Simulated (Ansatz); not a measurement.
Turn this script for Ansatz 0.2.0 through its Python package into the input file that the command-line program reads.

`run_vcrelax.py`
```python
"""Cell relaxation of InSe."""

import argparse

import ansatz as az
from ase import Atoms
from ase.data import atomic_numbers
from ase.io import write
from ase.neighborlist import neighbor_list
import numpy as np
import spglib

parser = argparse.ArgumentParser(description="Cell relaxation of InSe.")
parser.add_argument("--functional", required=True, help="exchange-correlation functional")
parser.add_argument("--kmesh", type=int, nargs=3, required=True, help="k-point sampling")
parser.add_argument("--filling", required=True, help="how the bands are filled")
parser.add_argument("--force-tol", type=float, required=True, help="force threshold (eV/A)")
args = parser.parse_args()

def edges_and_angles(cell):
    cell = np.asarray(cell)
    a, b, c = np.linalg.norm(cell, axis=1)
    cosines = cell[1] @ cell[2] / (b * c), cell[0] @ cell[2] / (a * c), cell[0] @ cell[1] / (a * b)
    return (a, b, c, *np.degrees(np.arccos(cosines)))

lattice = az.Lattice.of(
    (4.05, 0.0, 0.0),
    (-2.025, 3.5074, 0.0),
    (0.0, 0.0, 16.93),
)
sites = [
    ("In", (1 / 3, 2 / 3, 0.157)),
    ("In", (2 / 3, 1 / 3, 0.657)),
    ("In", (1 / 3, 2 / 3, 0.343)),
    ("In", (2 / 3, 1 / 3, 0.843)),
    ("Se", (1 / 3, 2 / 3, 0.602)),
    ("Se", (2 / 3, 1 / 3, 0.102)),
    ("Se", (1 / 3, 2 / 3, 0.898)),
    ("Se", (2 / 3, 1 / 3, 0.398)),
]
xtal = az.Crystal(lattice=lattice)
for symbol, position in sites:
    xtal = xtal.atom(symbol, position)

# every cell quantity that the symmetry leaves free
setup = (
    xtal.calculation()
    .functional(args.functional)
    .kpoints(*args.kmesh)
    .occupations(args.filling)  # whole-number filling, right only where there is a gap
    .relax(force_tolerance=args.force_tol, cell=True)  # relax until the tolerances are met
)
steps = []


def collect(event):
    if event["event"] == "relax_step":
        steps.append(event["data"])


out = setup.session().plan().execute(on_event=collect)
rep = out.report
print("step   energy (eV)     max comp. (eV/A)   P (GPa)  SCF")
for s in steps:
    print(f"{s['step']:4d} {s['lagrangian_ev']:15.5f} {s['allowed_force_max_ev_ang']:12.4f} {s['pressure_gpa']:10.3f} {s['n_scf']:5d}")

first, last = steps[0], steps[-1]
symbols = [site.symbol for site in out.lattice.sites]
print(f"energy gained {first['lagrangian_ev'] - last['lagrangian_ev']:.4f} eV in {len(steps) - 1} steps")
for label, vectors in (("before", first["cell_ang"]), ("after", out.lattice.cell_ang)):
    print(label, "a b c (A) {:.4f} {:.4f} {:.4f}  angles {:.2f} {:.2f} {:.2f}".format(*edges_and_angles(vectors)), f" V = {abs(np.linalg.det(vectors)):.3f} A^3")
print("final stress xx yy zz (GPa, compression positive):", np.round(np.diag(rep["stress_gpa"]), 3) + 0.0)

relaxed = Atoms(symbols, positions=[site.position_ang for site in out.lattice.sites], cell=out.lattice.cell_ang, pbc=True)
write("relaxed.extxyz", relaxed, format="extxyz")

fractions = [site.position_frac for site in out.lattice.sites]
numbers = [atomic_numbers[s] for s in symbols]
for tolerance in (1e-3, 1e-2, 1e-1):
    print(f"space group at {tolerance} A:", spglib.get_spacegroup((out.lattice.cell_ang, fractions, numbers), symprec=tolerance))

final = Atoms(symbols, positions=last["positions_ang"], cell=out.lattice.cell_ang, pbc=True)
i, j, d = neighbor_list("ijd", final, 4.5)
print("neighbours within 1.15 times the shortest distance of each atom (A)")
for atom in range(len(final)):
    near = [m for m in np.argsort(d) if i[m] == atom]
    shell = [m for m in near if d[m] < 1.15 * d[near[0]]]
    print(f"{symbols[atom]}{atom} ({len(shell)}):", ", ".join(f"{symbols[j[m]]} {d[m]:.3f}" for m in shell))

energy = rep["free_energy_ev"]
print("F of the InSe cell: {:.6f} eV = {:.6f} Ry = {:.6f} Ha".format(energy, energy / 13.605693, energy / 27.211386))
print("Fermi level {:.4f} eV, {} k-points, {} symmetry operations".format(rep["fermi_energy_ev"], rep["n_kpoints"], rep["n_symmetry_ops"]))
```

```console
$ python run_vcrelax.py --functional PBE --kmesh 6 6 2 --filling fixed --force-tol 0.05
DeckWarning: basis.ecutwfc = 420 eV, auto-derived from the records' recommended cutoffs: set by In (normal level)
step   energy (eV)     max comp. (eV/A)   P (GPa)  SCF
   1    -44269.97828       2.8761      7.602     7
   2    -44271.79996       0.1991      1.089     8
   3    -44271.85184       0.1486     -0.085     7
   4    -44271.87832       0.0307     -0.131     7
   5    -44271.88448       0.0603     -0.080     7
   6    -44271.88787       0.0177      0.046     7
   7    -44271.88814       0.0067      0.026     7
   8    -44271.89215       0.0071      0.021     9
energy gained 1.9139 eV in 7 steps
before a b c (A) 4.0500 4.0500 16.9300  angles 90.00 90.00 120.00  V = 240.490 A^3
after a b c (A) 4.0889 4.0889 18.4896  angles 90.00 90.00 120.00  V = 267.711 A^3
final stress xx yy zz (GPa, compression positive): [0.013 0.013 0.036]
space group at 0.001 A: P6_3/mmc (194)
space group at 0.01 A: P6_3/mmc (194)
space group at 0.1 A: P6_3/mmc (194)
neighbours within 1.15 times the shortest distance of each atom (A)
In0 (4): Se 2.682, Se 2.682, Se 2.682, In 2.824
In1 (4): Se 2.682, Se 2.682, Se 2.682, In 2.824
In2 (4): Se 2.682, Se 2.682, Se 2.682, In 2.824
In3 (4): Se 2.682, Se 2.682, Se 2.682, In 2.824
Se4 (3): In 2.682, In 2.682, In 2.682
Se5 (3): In 2.682, In 2.682, In 2.682
Se6 (3): In 2.682, In 2.682, In 2.682
Se7 (3): In 2.682, In 2.682, In 2.682
F of the InSe cell: -44271.892151 eV = -3253.924085 Ry = -1626.962043 Ha
Fermi level 5.3671 eV, 14 k-points, 24 symmetry operations
```
(Warnings from the package without file and line.)

`input.yaml`:
```yaml
crystal:
  lattice:
    - [4.05, 0.0, 0.0]
    - [-2.025, 3.5074, 0.0]
    - [0.0, 0.0, 16.93]
  atoms:
    - { symbol: In, position: [0.3333333333333, 0.6666666666667, 0.157] }
    - { symbol: In, position: [0.6666666666667, 0.3333333333333, 0.657] }
    - { symbol: In, position: [0.3333333333333, 0.6666666666667, 0.343] }
    - { symbol: In, position: [0.6666666666667, 0.3333333333333, 0.843] }
    - { symbol: Se, position: [0.3333333333333, 0.6666666666667, 0.602] }
    - { symbol: Se, position: [0.6666666666667, 0.3333333333333, 0.102] }
    - { symbol: Se, position: [0.3333333333333, 0.6666666666667, 0.898] }
    - { symbol: Se, position: [0.6666666666667, 0.3333333333333, 0.398] }
kpoints:
  mp_grid: { grid: [6, 6, 2] }
hamiltonian:
  xc: pbe
scf:
  occupations: { method: fixed }
relax:
  f_tol: 0.05
  cell: {}
```

Launched from the shell:
```console
$ ansatz run input.yaml --threads 1 --pin off --max-ram 3072MiB --backend cpu --events-out ev --progress --plain --runs-dir out
Engine: ansatz 0.2.0, aarch64-unknown-linux-gnu
Pseudopotentials: kind: paw
Pseudopotential: In, paw, valence charge 13, recommended cutoff 420 eV (normal), In.paw.azcp
Pseudopotential: Se, paw, valence charge 16, recommended cutoff 420 eV (normal), Se.paw.azcp
Functional definition: PBE
  parameter kappa = 0.804
  parameter beta = 0.06672455060314922
  exchange = pbe_x(kappa = kappa, mu = beta*pi^2/3)
  correlation = pbe_c(beta = beta)
Crystal: 8 atoms, lattice volume = 240.490 Å³
Basis set: ecut = 420 eV, 4701 PW (Γ), exchange–correlation on 60×60×240 points (8 copies of the dense FFT grid, shifted against one another)
Bands: 70, of which v1, the nominal top of the filled ones, is band 58 counted from 1 (57 counted from 0)
Symmetry: 24 space group operations
Space group: P63/mmc (ITA 194), of the structure as read, at distance tolerance 6.2e-5 Å
k-points: 14 of 72
Non-local potential: In, projectors of the file, l = 0: 2, l = 1: 2, l = 2: 2, l = 3: 2
Non-local potential: Se, projectors of the file, l = 0: 2, l = 1: 2, l = 2: 3, l = 3: 1
PAW form: soft (Blöchl's): semilocal exchange-correlation on the pseudo side does not see the compensation charge
PAW one-centre angular grid: In, 590 points (default); XC on 64 Gauss nodes
PAW one-centre angular grid: Se, 590 points (default); XC on 64 Gauss nodes
Initial density: superposition of atomic densities (neutral atoms: chi_scale 0, normalization atom), corrected by the library's trained network
Initial wavefunctions: pseudopotential atomic-orbital guess
Functional: x = pbe(κ = 0.804, μ = 0.2195149727645171), c = pbe(β = 0.06672455060314922)
SCF iter   1: F=—  HF=-44269.985733 eV  |F-HF|=—  |Δ(HF+E_count)|=         —  Δρ=1.88e-3  dr2=4.44e-2  ethr=1.77e-3  ⟨swp⟩=4.9  Hψ=3208  notcnv=0  defer=126
preconditioner: auto → Resta (q_TF=auto, 2.416 Å⁻¹)  ε∞=3.1  [insulator: Δε(μ)=0.013 eV  Ē_g=14.254 eV  n_scr=66 (ndim 8)  ℏωp=20.9 eV  f_vac=0.138  ε∞_Penn≈3.1]
SCF iter   2: F=—  HF=-44269.977356 eV  |F-HF|=—  |Δ(HF+E_count)|=   8.38e-3  Δρ=5.60e-4  dr2=1.66e-3  ethr=3.83e-5  ⟨swp⟩=2.7  Hψ=1222  notcnv=0  defer=139
SCF iter   3: F=—  HF=-44269.977835 eV  |F-HF|=—  |Δ(HF+E_count)|=   4.78e-4  Δρ=3.16e-4  dr2=3.75e-4  ethr=1.43e-6  ⟨swp⟩=2.0  Hψ=1073  notcnv=0  defer=139
SCF iter   4: F=—  HF=-44269.978216 eV  |F-HF|=—  |Δ(HF+E_count)|=   3.81e-4  Δρ=7.82e-5  dr2=2.76e-5  ethr=3.23e-7  ⟨swp⟩=2.0  Hψ=1142  notcnv=0  defer=139
SCF iter   5: F=—  HF=-44269.978276 eV  |F-HF|=—  |Δ(HF+E_count)|=   6.00e-5  Δρ=2.66e-5  dr2=1.97e-6  ethr=2.38e-8  ⟨swp⟩=2.0  Hψ=1684  notcnv=0  defer=109
SCF iter   6: F=—  HF=-44269.978279 eV  |F-HF|=—  |Δ(HF+E_count)|=   3.61e-6  Δρ=1.01e-5  dr2=2.37e-7  ethr=1.69e-9  ⟨swp⟩=2.0  Hψ=1684  notcnv=0  defer=109
SCF iter   7: F=-44269.978280 eV  HF=-44269.978280 eV  |F-HF|=4.96e-8  |Δ(HF+E_count)|=   3.07e-7  Δρ=2.60e-6  dr2=1.83e-8  ethr=8.62e-11  ⟨swp⟩=4.3  Hψ=3331  notcnv=0
SCF 1 converged in 7 iterations: F = -44269.978280 eV  dr2 = 1.83e-8
  greatest PAW one-centre occupation: 1.000 electrons in one spin orbital (limit 2), on the Se atom at site 6 (counted from 0), in its partial waves of l = 2
relax step   1: F+E_penalty+E_count = -44269.97827960 eV  Δ(F+E_penalty+E_count) = +0.000e0 eV  max|allowed force component| = 2.876e0 eV/Å  Δτ_max = 0.0000 Å  P = +7.602 GPa  Ω = 240.490 Å³  (7 SCF iters, dr2 threshold 1.00e-7 eV, accepted)
Crystal: 8 atoms, lattice volume = 247.976 Å³
Basis set: ecut = 420 eV, 4797 PW (Γ), exchange–correlation on 60×60×240 points (8 copies of the dense FFT grid, shifted against one another)
Initial density: handed on by an earlier stage of this run
Initial wavefunctions: those handed on with the density
iter 1 solved again at ethr=5.04e-4 eV; its pass at ethr=3.10e-3 eV (dr2=5.85e-1 eV) is discarded
SCF iter   1: F=—  HF=-44271.967320 eV  |F-HF|=—  |Δ(HF+E_count)|=         —  Δρ=1.57e-2  dr2=5.92e-1  ethr=5.04e-4  ⟨swp⟩=1.0  Hψ=3804  notcnv=0  defer=103
preconditioner: auto → Resta (q_TF=auto, 2.404 Å⁻¹)  ε∞=3.2  [insulator: Δε(μ)=0.100 eV  Ē_g=13.924 eV  n_scr=66 (ndim 8)  ℏωp=20.6 eV  f_vac=0.123  ε∞_Penn≈3.2]
SCF iter   2: F=—  HF=-44271.808028 eV  |F-HF|=—  |Δ(HF+E_count)|=   1.59e-1  Δρ=5.58e-3  dr2=5.28e-2  ethr=5.04e-4  ⟨swp⟩=3.0  Hψ=1474  notcnv=0  defer=140
SCF iter   3: F=—  HF=-44271.798562 eV  |F-HF|=—  |Δ(HF+E_count)|=   9.47e-3  Δρ=2.31e-3  dr2=1.21e-2  ethr=4.55e-5  ⟨swp⟩=3.1  Hψ=1767  notcnv=0  defer=140
SCF iter   4: F=—  HF=-44271.799534 eV  |F-HF|=—  |Δ(HF+E_count)|=   9.72e-4  Δρ=5.34e-4  dr2=1.16e-3  ethr=1.05e-5  ⟨swp⟩=3.6  Hψ=1736  notcnv=0  defer=140
SCF iter   5: F=—  HF=-44271.799795 eV  |F-HF|=—  |Δ(HF+E_count)|=   2.61e-4  Δρ=1.90e-4  dr2=1.29e-4  ethr=1.00e-6  ⟨swp⟩=2.0  Hψ=1717  notcnv=0  defer=140
SCF iter   6: F=—  HF=-44271.799934 eV  |F-HF|=—  |Δ(HF+E_count)|=   1.39e-4  Δρ=6.50e-5  dr2=1.46e-5  ethr=1.11e-7  ⟨swp⟩=2.0  Hψ=1760  notcnv=0  defer=103
SCF iter   7: F=—  HF=-44271.799957 eV  |F-HF|=—  |Δ(HF+E_count)|=   2.28e-5  Δρ=1.76e-5  dr2=9.34e-7  ethr=1.26e-8  ⟨swp⟩=3.0  Hψ=1689  notcnv=0  defer=124
SCF iter   8: F=-44271.799958 eV  HF=-44271.799958 eV  |F-HF|=1.11e-7  |Δ(HF+E_count)|=   1.29e-6  Δρ=4.73e-6  dr2=7.09e-8  ethr=6.90e-10  ⟨swp⟩=4.0  Hψ=3063  notcnv=0
SCF 2 converged in 8 iterations: F = -44271.799958 eV  dr2 = 7.09e-8
relax step   2: F+E_penalty+E_count = -44271.79995843 eV  Δ(F+E_penalty+E_count) = -1.822e0 eV  max|allowed force component| = 1.991e-1 eV/Å  Δτ_max = 0.1946 Å  P = +1.089 GPa  Ω = 247.976 Å³  energy of the carried Pulay correction = -1.460e-3 eV  (8 SCF iters, dr2 threshold 8.00e-7 eV, accepted)
Crystal: 8 atoms, lattice volume = 250.302 Å³
Basis set: ecut = 420 eV, 4833 PW (Γ), exchange–correlation on 60×60×240 points (8 copies of the dense FFT grid, shifted against one another)
iter 1 solved again at ethr=3.73e-5 eV; its pass at ethr=3.10e-3 eV (dr2=4.33e-2 eV) is discarded
SCF iter   1: F=—  HF=-44271.866236 eV  |F-HF|=—  |Δ(HF+E_count)|=         —  Δρ=3.72e-3  dr2=4.35e-2  ethr=3.73e-5  ⟨swp⟩=2.0  Hψ=4378  notcnv=0  defer=133
preconditioner: auto → Resta (q_TF=auto, 2.400 Å⁻¹)  ε∞=3.2  [insulator: Δε(μ)=0.286 eV  Ē_g=13.777 eV  n_scr=66 (ndim 8)  ℏωp=20.5 eV  f_vac=0.117  ε∞_Penn≈3.2]
SCF iter   2: F=—  HF=-44271.853361 eV  |F-HF|=—  |Δ(HF+E_count)|=   1.29e-2  Δρ=1.59e-3  dr2=7.69e-3  ethr=3.73e-5  ⟨swp⟩=2.6  Hψ=1116  notcnv=0  defer=140
SCF iter   3: F=—  HF=-44271.851706 eV  |F-HF|=—  |Δ(HF+E_count)|=   1.66e-3  Δρ=3.93e-4  dr2=5.98e-4  ethr=6.63e-6  ⟨swp⟩=3.0  Hψ=1506  notcnv=0  defer=140
[... 69 lines left out ...]
SCF iter   7: F=—  HF=-44271.892151 eV  |F-HF|=—  |Δ(HF+E_count)|=   5.13e-8  Δρ=7.84e-7  dr2=8.63e-9  ethr=3.25e-11  ⟨swp⟩=2.0  Hψ=1070  notcnv=0  defer=118
SCF iter   8: F=—  HF=-44271.892151 eV  |F-HF|=—  |Δ(HF+E_count)|=   1.32e-8  Δρ=2.83e-7  dr2=1.27e-9  ethr=7.44e-12  ⟨swp⟩=2.0  Hψ=1074  notcnv=0  defer=118
SCF iter   9: F=-44271.892151 eV  HF=-44271.892151 eV  |F-HF|=1.46e-11  |Δ(HF+E_count)|=   1.48e-9  Δρ=6.41e-8  dr2=5.06e-11  ethr=1.00e-12  ⟨swp⟩=3.0  Hψ=3474  notcnv=0
SCF 8 converged in 9 iterations: F = -44271.892151 eV  dr2 = 5.06e-11
relax step   8: F+E_penalty+E_count = -44271.89215061 eV  Δ(F+E_penalty+E_count) = -4.006e-3 eV  max|allowed force component| = 7.066e-3 eV/Å  Δτ_max = 0.0000 Å  P = +0.021 GPa  Ω = 267.711 Å³  stress off target by 3.56e-2 GPa  SCF on the basis re-selected at this cell (its energy is not comparable with the rows above)  (9 SCF iters)
basis re-selected at this cell: Δ(F+E_penalty+E_count) = -4.006e-3 eV, ΔP = -0.005 GPa vs the last step (what re-selecting the basis moved, of the pressure what is left beyond the Pulay correction that the steps carried, after the strain that the cell walked since its last selection, with what the two solves' SCF thresholds leave and, on support functions, [...]
SCF converged after 9 iterations
Free energy (F): -44271.892151 eV
Harris-Foulkes:  -44271.892151 eV  (|F-HF|=1.46e-11)
Internal energy: -44271.892151 eV  (E = F + TS)
E sigma→0 (E₀):  -44271.892151 eV
Fermi energy:    5.367121 eV
--- Per-component energies (eV) ---
  E_band       = -1999.484516
  E_kinetic    = 1441.183376
  E_local      = -17382.068943  (includes V_loc(G=0)·N_el)
  E_nonlocal   = -914.027739
  E_hartree    = 7990.198215
  E_xc         = -1275.334621
  E_vxc        = -786.060216  (∫ρ·V_xc dr)
  E_paw        = -24265.637454  (= ΣΔE_a)
  E_vpaw       = -338.904621  (= ΣTr[D̂ρ^β])
  E_aug_tail   = -0.002309  (compensation charges beyond the density's cutoff)
  E_ewald      = -9866.202676
  E_smearing   = -0.000000  (= −TS)
  E_closure    = -0.000000  (closes the sum)
  Σ components = -44271.892151   (vs F -44271.892151, Δ=0.00e0)
--- Forces (eV/Å), atoms counted from 1 ---
  atom   1  In    -0.00000000    -0.00000000    -0.00706646
  atom   2  In     0.00000000     0.00000000    -0.00706646
  atom   3  In    -0.00000000    -0.00000000     0.00706646
  atom   4  In    -0.00000000     0.00000000     0.00706646
  atom   5  Se    -0.00000000    -0.00000000     0.00066181
  atom   6  Se    -0.00000000     0.00000000     0.00066181
  atom   7  Se     0.00000000    -0.00000000    -0.00066181
  atom   8  Se    -0.00000000     0.00000000    -0.00066181
  max |Σ_I F_I| component: 2.31e-17 eV/Å
--- Stress (GPa, compression-positive) ---
        0.013406       0.000000      -0.000000
        0.000000       0.013406      -0.000000
       -0.000000      -0.000000       0.035601
  P = ⅓ Tr σ = 0.0208 GPa (0.208 kbar)
--- Relaxed structure (7 steps of the walk, 7 accepted, 1 SCFs on fresh bases) ---
  F+E_penalty+E_count = -44271.89215061 eV   max|allowed force component| = 7.066e-3 eV/Å   (the final SCF, on the basis selected at the relaxed cell)
  cell:  # Å, volume = 267.7113 Å³
    - [4.088873678695148, 1.0034280199964287e-33, -1.1497612729125745e-33]
    - [-2.044436839347574, 3.541068478615529, 6.601769182332987e-18]
    - [-5.1558362067753426e-33, 3.18663130194793e-17, 18.489648779415433]
  atoms:
    - { symbol: In, position: [0.3333333333333334, 0.6666666666666669, 0.17362615848949034] }
    - { symbol: In, position: [0.666666666666667, 0.3333333333333334, 0.6736261584894903] }
    - { symbol: In, position: [0.3333333333333334, 0.6666666666666669, 0.3263738415105098] }
    - { symbol: In, position: [0.666666666666667, 0.3333333333333334, 0.8263738415105099] }
    - { symbol: Se, position: [0.3333333333333334, 0.6666666666666669, 0.6048395347766904] }
    - { symbol: Se, position: [0.666666666666667, 0.3333333333333334, 0.10483953477669047] }
    - { symbol: Se, position: [0.3333333333333334, 0.6666666666666669, 0.8951604652233095] }
    - { symbol: Se, position: [0.666666666666667, 0.3333333333333334, 0.3951604652233096] }
```

Caveats:
- Absolute energies stand on the zero of these potentials, so only differences at equal settings mean something. A total without «per atom» is that of the cell as typed.
- Only differences from the Fermi energy are physical; the zero of the scale is a convention.
- Energies along a relaxation are free energies. Rows at an unchanged volume are solved on a plane-wave basis chosen afresh for that cell, so the energy jumps there and such rows are no steps of the walk.
- The structure is layered, and without a dispersion term the spacing of the layers is poorly determined.
- The starting cell is as deposited in a crystallographic database; the results hold for this polymorph, which needn't be the stable one.
- Wall time of the script: 74 s on 1 thread of Arm Neoverse V2 (shared host), peak memory 0.71 GiB.

(A comment or docstring line of the script was reworded after the run, the code is as it ran; lines on the test bed's own set-up are left out of the output.)
